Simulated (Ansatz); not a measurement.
# CH5BO2: up Jacob's ladder to CCSD(T)

The task here is to estimate one member of a computed series from the others.

Program: Ansatz 0.2.0, Gaussian basis. Level of theory: functionals in def2-TZVPP, the program's frozen cores in correlated methods. These are calculated values, not measurements.

Plan: LDA (SPW92), PBE-D4, revPBE-D4, BLYP-D4, r2SCAN-D4, B97M-V, PBE0-D4, B3LYP-D4, r2SCANh-D4, r2SCAN0-D4, HSE06-D4, BHLYP-D4, CAM-B3LYP-D4, LC-ωPBE, ωB97X-V, ωB97M-V, B2PLYP, PBE-QIDH; CCSD(T)/def2-SVP; CCSD(T)/def2-TZVPP; MP2/def2-QZVPP; extrapolation to the limit; RPA on PBE.

## Structure used throughout

All runs share one geometry, relaxed beforehand with PBE0-D4 in a triple-zeta def2 set.

SMILES `BOCO`, 9 atoms, charge 0, spin multiplicity 1.

Atoms are counted from 1 here; the program's logs count them from 0.

Bond lengths: B1–O2 1.344 Å, B1–H5 1.202 Å, B1–H6 1.196 Å, O2–C3 1.416 Å, C3–O4 1.382 Å, C3–H7 1.096 Å, C3–H8 1.093 Å, O4–H9 0.962 Å. Angles: O2–B1–H5 120.0°, O2–B1–H6 117.0°, H5–B1–H6 123.0°, B1–O2–C3 121.5°, O2–C3–O4 111.0°, O2–C3–H7 106.2°, O2–C3–H8 110.1°, O4–C3–H7 112.2°, O4–C3–H8 106.8°, H7–C3–H8 110.5°, C3–O4–H9 108.8°.

As a file:

```
B    -1.15612    1.05082    0.07914
O    -0.36995    0.11523    0.63898
C     0.81422   -0.33159    0.00479
O     0.63435   -1.58019   -0.55878
H    -0.83231    1.56561   -0.95759
H    -2.15829    1.33971    0.66380
H     1.59194   -0.33422    0.77639
H     1.08422    0.34656   -0.80835
H     0.48043   -2.21814    0.14441
```

Set-up of the first run:

Contents of in.yaml:

```yaml
crystal:
  periodic: [false, false, false]
  atoms:
    - {symbol: B, position_ang: [-1.156115, 1.050817, 0.079143]}
    - {symbol: O, position_ang: [-0.369945, 0.115231, 0.638983]}
    - {symbol: C, position_ang: [0.814222, -0.331587, 0.004792]}
    - {symbol: O, position_ang: [0.634349, -1.580187, -0.558778]}
    - {symbol: H, position_ang: [-0.832310, 1.565610, -0.957588]}
    - {symbol: H, position_ang: [-2.158289, 1.339715, 0.663795]}
    - {symbol: H, position_ang: [1.591941, -0.334216, 0.776390]}
    - {symbol: H, position_ang: [1.084223, 0.346560, -0.808347]}
    - {symbol: H, position_ang: [0.480426, -2.218141, 0.144409]}
basis:
  gaussian: {orbitals: def2-TZVPP}
hamiltonian: {xc: lda}
output: {orbitals: {seedname: orbitals}}
```

Command:

```
$ ansatz run in.yaml --threads 2 --pin off --events-out ev --progress --plain --max-ram 4352MiB
```

Among the steps run: LDA; PBE-D4 (GGA); revPBE-D4 (GGA); BLYP-D4 (GGA); r2SCAN-D4 (meta-GGA); B97M-V (meta-GGA); PBE0-D4 (hybrid); B3LYP-D4 (hybrid); r2SCANh-D4 (hybrid); r2SCAN0-D4 (hybrid); HSE06-D4 (hybrid); BHLYP-D4 (hybrid); CAM-B3LYP-D4 (range-separated); LC-ωPBE (range-separated); ωB97X-V (range-separated); ωB97M-V (range-separated); B2PLYP (double hybrid); PBE-QIDH (double hybrid).

One table of the session follows, with a row left open; its other results are not shown here.

It belongs to the step «Orbital energies across the functionals». 

```
  functional  HOMO (eV)  gap (eV)
 LDA (SPW92)          ?         ?
      PBE-D4      -7.12      5.66
   revPBE-D4      -7.07      5.71
     BLYP-D4      -7.06      5.71
   r2SCAN-D4      -7.45      6.39
      B97M-V      -7.58      6.37
     PBE0-D4      -8.66      8.20
    B3LYP-D4      -8.46      7.74
  r2SCANh-D4      -8.02      7.32
  r2SCAN0-D4      -8.88      8.68
    HSE06-D4      -8.25      7.41
    BHLYP-D4     -10.15     10.65
CAM-B3LYP-D4     -10.15     10.73
     LC-ωPBE     -11.50     13.32
     ωB97X-V     -11.16     12.86
     ωB97M-V     -11.04     12.44
```

Q: Estimate the row for LDA (SPW92) from the others.

The run gave: HOMO (eV): -7.23; gap (eV): 5.48. In the column «HOMO (eV)» it lies between r2SCAN-D4 (-7.45) and PBE-D4 (-7.12).
